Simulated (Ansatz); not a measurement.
I need a single point in a Gaussian basis of C3H8OSi, SMILES [SiH3]C1CCO1. Use the Ansatz DFT code, driven from Python. Use: Hartree-Fock, 6-31G* basis, multiplicity 1.

```xyz
13

Si   -1.7932    0.2405   -0.6281
C    -0.3382    0.0075    0.5260
C     0.7924   -0.8011   -0.0731
C     1.7742    0.3518    0.4484
O     0.5357    1.1616    0.6740
H    -2.8195    1.2564   -0.0560
H    -1.3805    0.7909   -1.9665
H    -2.5083   -0.9880   -0.8684
H    -0.6704   -0.3281    1.5489
H     0.8506   -0.9196   -1.1233
H     0.9942   -1.7696    0.4387
H     2.2618    0.1511    1.3982
H     2.3216    0.8119   -0.3040
```

`energy_c3h8osi.py`:
```python
from pathlib import Path

import ansatz

GEOMETRY = """
Si   -1.79320    0.24050   -0.62810
C    -0.33820    0.00750    0.52600
C     0.79240   -0.80110   -0.07310
C     1.77420    0.35180    0.44840
O     0.53570    1.16160    0.67400
H    -2.81950    1.25640   -0.05600
H    -1.38050    0.79090   -1.96650
H    -2.50830   -0.98800   -0.86840
H    -0.67040   -0.32810    1.54890
H     0.85060   -0.91960   -1.12330
H     0.99420   -1.76960    0.43870
H     2.26180    0.15110    1.39820
H     2.32160    0.81190   -0.30400
"""

geometry = ansatz.Crystal.molecule()
for line in GEOMETRY.strip().splitlines():
    symbol, *xyz = line.split()
    geometry = geometry.atom(symbol, [float(v) for v in xyz])

job = (
    geometry.calculation()
    .basis(gaussian="6-31G*")
    .functional("hf")
    .orbitals()
)
out = job.run(runs_dir="runs")
r = out.report

print("reference energy %16.6f eV" % r["reference_energy_ev"])
print("total energy     %16.6f eV" % r["free_energy_ev"])
print("occupied orbitals outside the frozen core (up, down):", r["n_occupied"], " frozen:", r["n_frozen"], " virtual:", r["n_virtual"])

field = r["mean_field"]
print("<S^2> =", round(abs(field["state"]["spin_squared"]), 4), " all-electron relativity setting:", field["relativity"])
print("passes:", field["passes"])
if "symmetry" in field:
    print("occupied orbitals by irrep:", field["symmetry"]["occupied"])

lines = Path(r["orbitals_path"]).read_text().splitlines()
field_of = lambda key: [line.split("=")[1].strip() for line in lines if line.startswith(key)]
orbitals = [(27.211386 * float(e), s, float(n)) for e, s, n in zip(field_of("Ene="), field_of("Spin="), field_of("Occup="))]
homo = max(e for e, _, n in orbitals if n > 0.5)
lumo = min(e for e, _, n in orbitals if n < 0.5)
print(f"HOMO {homo:.3f} eV, LUMO {lumo:.3f} eV, gap {lumo - homo:.3f} eV")
```

`python energy_c3h8osi.py` gives:
```text
reference energy    -13114.813870 eV
total energy        -13114.813870 eV
occupied orbitals outside the frozen core (up, down): [24, 24]  frozen: 0  virtual: [71, 71]
<S^2> = 0.0  all-electron relativity setting: none
passes: {'evaluations': 11, 'products': 23}
occupied orbitals by irrep: [{'A': 24}, {'A': 24}]
HOMO -10.738 eV, LUMO 4.370 eV, gap 15.108 eV
```

Total energies depend on the basis set; only differences at equal settings carry meaning. The geometry is a force-field or estimated start, not a minimum of this method, and the basis set is short of its limit. Levels such as HOMO and LUMO are orbital energies: in Hartree-Fock the gap is too wide and the LUMO hangs on the basis. It ran for 1.6 s on 1 thread of Arm Neoverse V1 (shared host), peak memory 0.22 GiB.
